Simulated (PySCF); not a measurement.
**TiCl2: a ladder of methods**

How much do the numbers for TiCl2 (triplet) hang on the method? All levels run at one geometry, the PBE0 minimum.

The runs use PySCF 2.14.0; several methods, basis Ti def2-TZVP, Cl def2-TZVP, no relativity, density fitting.

### 1 The system as given

3 atoms, charge 0, spin multiplicity 3.

Bond lengths: Ti1–Cl2 2.236 Å, Ti1–Cl3 2.236 Å. Angles: Cl2–Ti1–Cl3 180.0°.

```xyz
3
charge 0 multiplicity 3
Ti    0.0000    0.0000    0.0000
Cl    0.0000    0.0000    2.2364
Cl    0.0000    0.0000   -2.2364
```

### 2 PBE0

The steps are one call of a driver around PySCF; scf.py gives each level's set-up. Each SCF starts from the density of the minimum. The driver also runs the species with one electron less or more at the same geometry (one less: multiplicity 2, one more: multiplicity 4); their logs are not shown.

File scf.py:

```python
from pyscf import gto, scf, dft
mol = gto.M(atom='''
Ti     0.000000     0.000000     0.000000
Cl     0.000000    -0.000000     2.236408
Cl     0.000000     0.000000    -2.236408''',
    basis={'Ti': 'def2-TZVP', 'Cl': 'def2-TZVP'},
    charge=0, spin=2)
mf = dft.UKS(mol, xc='PBE0')
mf.grids.atom_grid = (99, 590)
aux = {'Ti': 'def2-universal-JKFIT', 'Cl': 'def2-universal-JKFIT'}
mf = mf.density_fit(auxbasis=aux)
mf.kernel()
```

### 3 HF

Edit scf.py of step 2 so:

```diff
@@ -8,2 +8 @@
-mf = dft.UKS(mol, xc='PBE0')
-mf.grids.atom_grid = (99, 590)
+mf = scf.UHF(mol)
```

### 4 MP2

Edit scf.py of step 3 so:

```diff
@@ -11,0 +12,2 @@
+from pyscf.mp import dfump2
+dfump2.DFUMP2(mf, frozen=15).kernel()  # the driver gives MP2 a fitting basis of its own (RI)
```

### 5 PBE

Edit scf.py of step 4 so:

```diff
@@ -8 +8,2 @@
-mf = scf.UHF(mol)
+mf = dft.UKS(mol, xc='PBE')
+mf.grids.atom_grid = (99, 590)
@@ -12,2 +12,0 @@
-from pyscf.mp import dfump2
-dfump2.DFUMP2(mf, frozen=15).kernel()  # the driver gives MP2 a fitting basis of its own (RI)
```

(Steps that only read results are left out.)

Q: Predict the outcome of this session. Wanted: atomisation energy, range; vertical ionisation energy, range; vertical electron affinity, range; orbital gap, range.

**Answer**, as computed:

| quantity | value |
| --- | --- |
| atomisation energy, range | 702 (HF) to 982 (PBE) kJ/mol |
| vertical ionisation energy, range | 8.02 (PBE) to 8.50 (HF) eV |
| vertical electron affinity, range | 0.07 (HF) to 1.17 (PBE) eV |
| orbital gap, range | 0.49 (PBE) to 10.53 (HF) eV |

The atomisation energy spreads over 281 kJ/mol, from HF to PBE; without a CCSD(T) value for it there is no yardstick here. Without diffuse functions electron affinities tend to come out too low. Other spin states or occupations of the open shell can lie lower.
